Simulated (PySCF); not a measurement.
# CuF3: ligand-field states, spin distribution, part 2 of 2

PySCF 2.14.0. Atoms count from 0.

## (6) Spin distribution: unrestricted DFT, spin states

The job: settings as JSON, then the geometry in Å.

```
{"job": {"kind": "spin", "xc": "B3LYP"}, "charge": 0, "metal": "Cu", "open_shell": "d8"}
Cu     0.000000     0.000000     0.000000
F      1.714445     0.000008    -0.000000
F     -0.857230     1.484749     0.000000
F     -0.857215    -1.484757    -0.000000
```

Method: unrestricted DFT energies of the spin multiplicities at one geometry, beside CASSCF and NEVPT2 of the metal shell.

Log:

```text
multiplicity 3
final grid: 47856 points
cycle   1  E = -1954.1948638004  dE =  2.884e-02  |g| = 8.283e-01  |ddm| = 7.719e-01
cycle   2  E = -1952.4465282711  dE =  1.748e+00  |g| = 3.088e+00  |ddm| = 1.301e+00
cycle   3  E = -1954.3304903603  dE = -1.884e+00  |g| = 2.929e-01  |ddm| = 9.054e-01
cycle   4  E = -1954.3529487238  dE = -2.246e-02  |g| = 9.619e-02  |ddm| = 1.937e-01
cycle   5  E = -1954.3558090818  dE = -2.860e-03  |g| = 2.222e-02  |ddm| = 4.984e-02
cycle   6  E = -1954.3559126657  dE = -1.036e-04  |g| = 5.878e-03  |ddm| = 9.613e-03
cycle   7  E = -1954.3559208581  dE = -8.192e-06  |g| = 6.866e-04  |ddm| = 3.180e-03
cycle   8  E = -1954.3559211112  dE = -2.532e-07  |g| = 6.362e-04  |ddm| = 1.146e-03
converged SCF energy = -1954.3559211112
multiplicity 1
final grid: 47856 points
cycle   1  E = -1954.0281401047  dE =  1.432e-01  |g| = 1.091e+00  |ddm| = 8.932e-01
cycle   2  E = -1949.4372286099  dE =  4.591e+00  |g| = 4.807e+00  |ddm| = 2.017e+00
cycle   3  E = -1954.1906617149  dE = -4.753e+00  |g| = 6.503e-01  |ddm| = 1.593e+00
cycle   4  E = -1954.2522596026  dE = -6.160e-02  |g| = 4.415e-01  |ddm| = 5.870e-01
cycle   5  E = -1954.3164196823  dE = -6.416e-02  |g| = 1.422e-01  |ddm| = 3.587e-01
cycle   6  E = -1954.3226455350  dE = -6.226e-03  |g| = 7.275e-02  |ddm| = 1.224e-01
cycle   7  E = -1954.3236233831  dE = -9.778e-04  |g| = 4.366e-02  |ddm| = 5.603e-02
cycle   8  E = -1954.3243057096  dE = -6.823e-04  |g| = 6.731e-03  |ddm| = 2.850e-02
cycle   9  E = -1954.3243226912  dE = -1.698e-05  |g| = 1.908e-03  |ddm| = 5.240e-03
cycle  10  E = -1954.3243235566  dE = -8.654e-07  |g| = 4.786e-04  |ddm| = 8.758e-04
converged SCF energy = -1954.3243235566
```

It took 5.5 s on 1 thread of Arm Neoverse V1, shared host; peak memory 0.43 GiB.

## (7) Spin distribution: unrestricted DFT, spin states

The job: settings as JSON, then the geometry in Å.

```
{"job": {"kind": "spin", "xc": "PBE0"}, "charge": 0, "metal": "Cu", "open_shell": "d8"}
Cu     0.000000     0.000000     0.000000
F      1.714445     0.000008    -0.000000
F     -0.857230     1.484749     0.000000
F     -0.857215    -1.484757    -0.000000
```

Method: unrestricted DFT energies of the spin multiplicities at one geometry, beside CASSCF and NEVPT2 of the metal shell.

Log:

```text
multiplicity 3
final grid: 47856 points
cycle   1  E = -1953.6588151021  dE = -2.319e-03  |g| = 6.938e-01  |ddm| = 6.722e-01
cycle   2  E = -1952.7454374007  dE =  9.134e-01  |g| = 2.261e+00  |ddm| = 1.006e+00
cycle   3  E = -1953.7638075844  dE = -1.018e+00  |g| = 1.338e-01  |ddm| = 6.894e-01
cycle   4  E = -1953.7685669915  dE = -4.759e-03  |g| = 7.599e-02  |ddm| = 1.149e-01
cycle   5  E = -1953.7701177952  dE = -1.551e-03  |g| = 2.956e-02  |ddm| = 3.395e-02
cycle   6  E = -1953.7703039726  dE = -1.862e-04  |g| = 2.705e-03  |ddm| = 1.306e-02
cycle   7  E = -1953.7703063665  dE = -2.394e-06  |g| = 1.899e-03  |ddm| = 3.394e-03
cycle   8  E = -1953.7703071933  dE = -8.268e-07  |g| = 4.880e-04  |ddm| = 8.861e-04
converged SCF energy = -1953.7703071933
multiplicity 1
final grid: 47856 points
cycle   1  E = -1953.5115269328  dE =  8.727e-02  |g| = 9.684e-01  |ddm| = 8.044e-01
cycle   2  E = -1951.2142352763  dE =  2.297e+00  |g| = 3.554e+00  |ddm| = 1.472e+00
cycle   3  E = -1953.6783705666  dE = -2.464e+00  |g| = 4.171e-01  |ddm| = 1.040e+00
cycle   4  E = -1953.7009868723  dE = -2.262e-02  |g| = 2.994e-01  |ddm| = 4.025e-01
cycle   5  E = -1953.7328811543  dE = -3.189e-02  |g| = 8.052e-02  |ddm| = 2.355e-01
cycle   6  E = -1953.7351729858  dE = -2.292e-03  |g| = 2.300e-02  |ddm| = 6.290e-02
cycle   7  E = -1953.7352796746  dE = -1.067e-04  |g| = 1.559e-02  |ddm| = 2.314e-02
cycle   8  E = -1953.7353697185  dE = -9.004e-05  |g| = 2.385e-03  |ddm| = 1.017e-02
cycle   9  E = -1953.7353715558  dE = -1.837e-06  |g| = 8.822e-04  |ddm| = 1.576e-03
cycle  10  E = -1953.7353717720  dE = -2.162e-07  |g| = 1.142e-04  |ddm| = 5.437e-04
converged SCF energy = -1953.7353717720
```

Wall time 5.2 s (1 thread of Arm Neoverse V1, shared host); peak memory 0.43 GiB.

## (8) Ligand-field states: state-averaged CASSCF (basis x2c-TZVPall)

The job: settings as JSON, then the geometry in Å.

```
{"job": {"kind": "lf", "basis": "x2c-TZVPall", "nevpt": true}, "charge": 0, "metal": "Cu", "open_shell": "d8"}
Cu     0.000000     0.000000     0.000000
F      1.714445     0.000008    -0.000000
F     -0.857230     1.484749     0.000000
F     -0.857215    -1.484757    -0.000000
```

Level: state-averaged CASSCF of the metal d shell, SC-NEVPT2 on the averaged canonical orbitals, state-interaction spin-orbit coupling.

Log:

```text
basis functions 141, electrons 56, active (8e, 5o)
stage 1: DIIS on the effective Fock matrix, level shift 0.30
cycle   1  E = -1950.7728842525  dE = -1.951e+03  max|g| = 1.362e+00
cycle   2  E = -1950.8934869885  dE = -1.206e-01  max|g| = 1.198e+00
cycle   3  E = -1951.3939780811  dE = -5.005e-01  max|g| = 1.069e+00
cycle   4  E = -1951.3799151813  dE =  1.406e-02  max|g| = 2.541e-01
cycle   5  E = -1951.4252885471  dE = -4.537e-02  max|g| = 1.366e-01
cycle   6  E = -1951.4399545773  dE = -1.467e-02  max|g| = 1.270e-01
cycle   7  E = -1951.4997037888  dE = -5.975e-02  max|g| = 1.734e-01
cycle   8  E = -1951.5314516889  dE = -3.175e-02  max|g| = 1.526e-01
cycle   9  E = -1951.5665838847  dE = -3.513e-02  max|g| = 1.341e-01
cycle  10  E = -1951.6192628772  dE = -5.268e-02  max|g| = 9.623e-02
cycle  11  E = -1951.6250885379  dE = -5.826e-03  max|g| = 9.988e-02
cycle  12  E = -1951.6308610095  dE = -5.772e-03  max|g| = 1.147e-01
cycle  13  E = -1951.6434612593  dE = -1.260e-02  max|g| = 1.178e-01
cycle  14  E = -1951.6464121118  dE = -2.951e-03  max|g| = 9.587e-02
cycle  15  E = -1951.6348129732  dE =  1.160e-02  max|g| = 7.683e-02
stage 2: quasi-Newton rotations from the point of smallest gradient
cycle  17  E = -1951.7002841568  dE = -6.547e-02  max|g| = 5.646e-02
cycle  18  E = -1951.7201779437  dE = -1.989e-02  max|g| = 7.557e-02
cycle  20  E = -1951.7206127838  dE = -4.348e-04  max|g| = 1.227e-01
cycle  21  E = -1951.7271466658  dE = -6.534e-03  max|g| = 1.173e-02
cycle  22  E = -1951.7273193401  dE = -1.727e-04  max|g| = 2.208e-03
cycle  23  E = -1951.7273363515  dE = -1.701e-05  max|g| = 7.457e-04
cycle  24  E = -1951.7273377593  dE = -1.408e-06  max|g| = 2.820e-04
cycle  25  E = -1951.7273379093  dE = -1.500e-07  max|g| = 1.177e-04
cycle  26  E = -1951.7273379275  dE = -1.816e-08  max|g| = 4.141e-05
cycle  27  E = -1951.7273379291  dE = -1.625e-09  max|g| = 8.322e-06
converged average energy = -1951.7273379291

 mult deg   label        CASSCF/cm-1   NEVPT2/cm-1
   3   1   3A2'                0.0           0.0
   3   1   3A1''             298.3        5334.7
   3   1   3A2''             648.2        5340.4
   1   2   1E'             12307.5        8666.6
   3   2   3E'              1456.9        8960.2
   3   2   3E''             3544.4        9646.5
   1   1   1A1'            11021.5        9688.5
   1   2   1E''            16313.0       19169.6
   1   2   1E'             19969.4       24878.4
   3   1   3A2'            18831.4       25335.2
   1   1   1A1''           23925.6       26352.9
   1   1   1A2''           24505.8       26728.4
   3   2   3E''            29095.0       37625.4
   1   2   1E'             34548.5       42056.1
   1   2   1E''            37718.7       47674.0
   1   1   1A1'            38831.6       49642.6
   1   1   1A1'            67213.7       65419.2

spin-orbit levels / cm-1
      0.00  x1  3A2' 0.97
    220.36  x2  3A2' 0.99
   4314.73  x2  3A1'' 0.49 3A2'' 0.48
   5453.21  x1  3A1'' 0.94 3E' 0.05
   5458.33  x1  3A2'' 0.94 3E' 0.05
   6566.36  x2  3A2'' 0.46 3A1'' 0.45 3E' 0.07
   8613.81  x2  3E' 0.49 3E'' 0.44 3A2'' 0.04
   8644.79  x1  3E' 0.94 3A2'' 0.06
   8644.91  x1  3E' 0.94 3A1'' 0.05
   9110.61  x2  1E' 0.96
   9115.95  x2  3E'' 0.51 3E' 0.48
   9351.23  x1  1A1' 0.56 3E'' 0.44
  10301.23  x1  3E'' 1.00
  10373.39  x2  3E'' 0.55 3E' 0.43
  10707.80  x1  3E' 0.51 3E'' 0.47
  10707.82  x1  3E' 0.51 3E'' 0.47
  11171.30  x1  3E'' 0.55 1A1' 0.42
  19508.34  x2  1E'' 0.96
  25171.93  x2  1E' 0.99
  25619.28  x1  3A2' 0.99
  25757.00  x2  3A2' 0.97
  26684.24  x1  1A1'' 1.00
  27059.18  x1  1A2'' 1.00
  37527.28  x2  3E'' 0.98
  37950.59  x1  3E'' 1.00
  37950.61  x1  3E'' 1.00
  38250.18  x1  3E'' 0.99
  38329.43  x1  3E'' 1.00
  42456.75  x2  1E' 0.98
  48002.34  x2  1E'' 1.00
```

Run time: 4.9 s. Hardware: 1 thread of Arm Neoverse V1, shared host; peak memory 0.43 GiB.

From this job:

```csv
quantity,value
spin-orbit constant ζ,806 cm⁻¹
```

Powder susceptibility:

```csv
T (K),χT (cm³ K/mol),μ(eff)
2,0.016,0.36
20,0.164,1.14
100,0.762,2.47
300,1.168,3.06
```

## (9) Ligand-field states: state-averaged CASSCF (avg hs)

The job: settings as JSON, then the geometry in Å.

```
{"job": {"kind": "lf", "basis": {"metal": "x2c-TZVPall", "ligand": "x2c-SVPall"}, "nevpt": true, "avg": "hs"}, "charge": 0, "metal": "Cu", "open_shell": "d8"}
Cu     0.000000     0.000000     0.000000
F      1.714445     0.000008    -0.000000
F     -0.857230     1.484749     0.000000
F     -0.857215    -1.484757    -0.000000
```

Method: state-averaged CASSCF of the metal d shell, SC-NEVPT2 on the averaged canonical orbitals, state-interaction spin-orbit coupling.

Log:

```text
basis functions 90, electrons 56, active (8e, 5o)
stage 1: DIIS on the effective Fock matrix, level shift 0.30
cycle   1  E = -1950.3938153024  dE = -1.950e+03  max|g| = 1.393e+00
cycle   2  E = -1950.0888595183  dE =  3.050e-01  max|g| = 1.444e+00
cycle   3  E = -1950.7626053486  dE = -6.737e-01  max|g| = 1.349e+00
cycle   4  E = -1951.0454276345  dE = -2.828e-01  max|g| = 1.563e-01
cycle   5  E = -1951.2039860178  dE = -1.586e-01  max|g| = 1.609e-01
cycle   6  E = -1951.0591273089  dE =  1.449e-01  max|g| = 3.168e-01
cycle   7  E = -1951.1705448335  dE = -1.114e-01  max|g| = 1.576e-01
cycle   8  E = -1951.1998392431  dE = -2.929e-02  max|g| = 2.309e-01
cycle   9  E = -1951.1361068509  dE =  6.373e-02  max|g| = 3.507e-01
cycle  10  E = -1951.0847304304  dE =  5.138e-02  max|g| = 4.197e-01
cycle  11  E = -1951.0614287302  dE =  2.330e-02  max|g| = 4.465e-01
cycle  12  E = -1951.0594844502  dE =  1.944e-03  max|g| = 4.351e-01
cycle  13  E = -1951.1147081009  dE = -5.522e-02  max|g| = 3.144e-01
cycle  14  E = -1951.1654158049  dE = -5.071e-02  max|g| = 1.742e-01
cycle  15  E = -1951.1753563904  dE = -9.941e-03  max|g| = 1.215e-01
stage 2: quasi-Newton rotations from the point of smallest gradient
cycle  17  E = -1951.2065331952  dE = -3.118e-02  max|g| = 8.451e-02
cycle  18  E = -1951.2178946584  dE = -1.136e-02  max|g| = 8.799e-02
cycle  20  E = -1951.2325675420  dE = -1.467e-02  max|g| = 1.156e-01
cycle  21  E = -1951.2546715242  dE = -2.210e-02  max|g| = 1.756e-01
cycle  22  E = -1951.2767171895  dE = -2.205e-02  max|g| = 1.990e-01
cycle  24  E = -1951.2913769665  dE = -1.466e-02  max|g| = 2.456e-01
cycle  25  E = -1951.3471763191  dE = -5.580e-02  max|g| = 5.606e-02
cycle  26  E = -1951.3722953487  dE = -2.512e-02  max|g| = 6.282e-02
cycle  28  E = -1951.3764893044  dE = -4.194e-03  max|g| = 2.272e-02
cycle  29  E = -1951.3769979974  dE = -5.087e-04  max|g| = 2.471e-02
cycle  30  E = -1951.3773935677  dE = -3.956e-04  max|g| = 3.613e-03
cycle  31  E = -1951.3774043311  dE = -1.076e-05  max|g| = 1.091e-03
cycle  32  E = -1951.3774059163  dE = -1.585e-06  max|g| = 3.653e-04
cycle  33  E = -1951.3774060689  dE = -1.526e-07  max|g| = 1.006e-04
cycle  34  E = -1951.3774060859  dE = -1.693e-08  max|g| = 2.590e-05
cycle  35  E = -1951.3774060872  dE = -1.304e-09  max|g| = 4.654e-06
converged average energy = -1951.3774060872

 mult deg   label        CASSCF/cm-1   NEVPT2/cm-1
   3   1   3A2'                0.0           0.0
   3   1   3A1''              67.5        4918.0
   3   1   3A2''             374.8        4989.1
   3   2   3E'              1304.3        8277.0
   1   2   1E'             12749.7        8797.8
   3   2   3E''             3338.2        9230.4
   1   1   1A1'            11282.6        9707.1
   1   2   1E''            16436.2       18959.1
   1   2   1E'             20068.0       24479.4
   3   1   3A2'            18797.2       24821.2
   1   1   1A1''           24250.4       26260.5
   1   1   1A2''           24783.3       26697.6
   3   2   3E''            29061.0       37118.9
   1   2   1E'             34635.3       41812.9
   1   2   1E''            37784.7       47236.4
   1   1   1A1'            38847.5       49106.9
   1   1   1A1'            67980.4       65362.2

spin-orbit levels / cm-1
      0.00  x1  3A2' 0.97
    227.80  x2  3A2' 0.99
   3935.68  x2  3A1'' 0.50 3A2'' 0.47
   5029.52  x1  3A1'' 0.93 3E' 0.07
   5095.50  x1  3A2'' 0.93 3E' 0.07
   6183.25  x2  3A2'' 0.46 3A1'' 0.43 3E' 0.10
   7982.01  x1  3E' 0.93 3A1'' 0.07
   7986.40  x1  3E' 0.93 3A2'' 0.07
   8067.68  x2  3E' 0.53 3E'' 0.37 3A2'' 0.05
   8573.74  x2  3E' 0.56 3E'' 0.43
   9161.58  x1  3E'' 0.55 1A1' 0.45
   9242.80  x2  1E' 0.97
   9871.94  x2  3E'' 0.62 3E' 0.37
   9909.24  x1  3E'' 1.00
  10202.24  x2  3E'' 0.55 3E' 0.43
  11013.79  x1  1A1' 0.53 3E'' 0.44
  19297.69  x2  1E'' 0.95
  24784.94  x2  1E' 0.99
  25119.71  x1  3A2' 0.99
  25268.75  x2  3A2' 0.97
  26606.04  x1  1A1'' 1.00
  27042.48  x1  1A2'' 1.00
  37039.75  x2  3E'' 0.98
  37459.51  x2  3E'' 1.00
  37763.32  x1  3E'' 0.99
  37842.35  x1  3E'' 1.00
  42222.55  x2  1E' 0.98
  47579.25  x2  1E'' 1.00
  49444.60  x1  1A1' 1.00
  65809.76  x1  1A1' 1.00
```

Run time: 2.7 s. Hardware: 1 thread of Arm Neoverse V1, shared host; peak memory 0.43 GiB.

From this job:

```csv
quantity,value
spin-orbit constant ζ,817 cm⁻¹
```

Powder susceptibility:

```csv
T (K),χT (cm³ K/mol),μ(eff)
2,0.016,0.36
20,0.162,1.14
100,0.760,2.47
300,1.187,3.08
```

## (10) The runs side by side

From the NEVPT2 states (cm⁻¹; the spread is that of the fitted one-electron ligand-field levels):

```csv
step,setting,ground state,next state,orbital spread,Racah B,ζ,"μ(eff), 300 K"
3,as given,3A2',3A1'' at 5402,17262,1358,804,3.05
8,basis x2c-TZVPall,3A2',3A1'' at 5335,17061,1349,806,3.06
9,avg hs,3A2',3A1'' at 4918,16601,1367,817,3.08
```

## (11) Summary of results

This closing draws on all 2 parts.

| quantity | value |
| --- | --- |
| point group | D3h |
| rotational constants (main isotopes) | 6.05, 6.01, 3.02 GHz |
| spin-orbit constant ζ (step 3, state-averaged CASSCF) | 804 cm⁻¹ |
| ground multiplicity, μ(eff) at 300 K (step 3, 3 donors at 1.71 Å) | 3, 3.05 μB |
| ground multiplicity, μ(eff) at 300 K (step 8, 3 donors at 1.71 Å) | 3, 3.06 μB |
| ground multiplicity, μ(eff) at 300 K (step 9, 3 donors at 1.71 Å) | 3, 3.08 μB |

Relaxing lowered the energy by 0.129 eV in 4 steps; the close pair that moved most is Cu0–F1, from 1.647 to 1.714 Å. No frequency check was run at this level, so the end point may be a saddle. In step 3, χT goes from 0.02 at 2 K to 1.17 cm³ K/mol at 300 K, as higher levels fill or mix in.
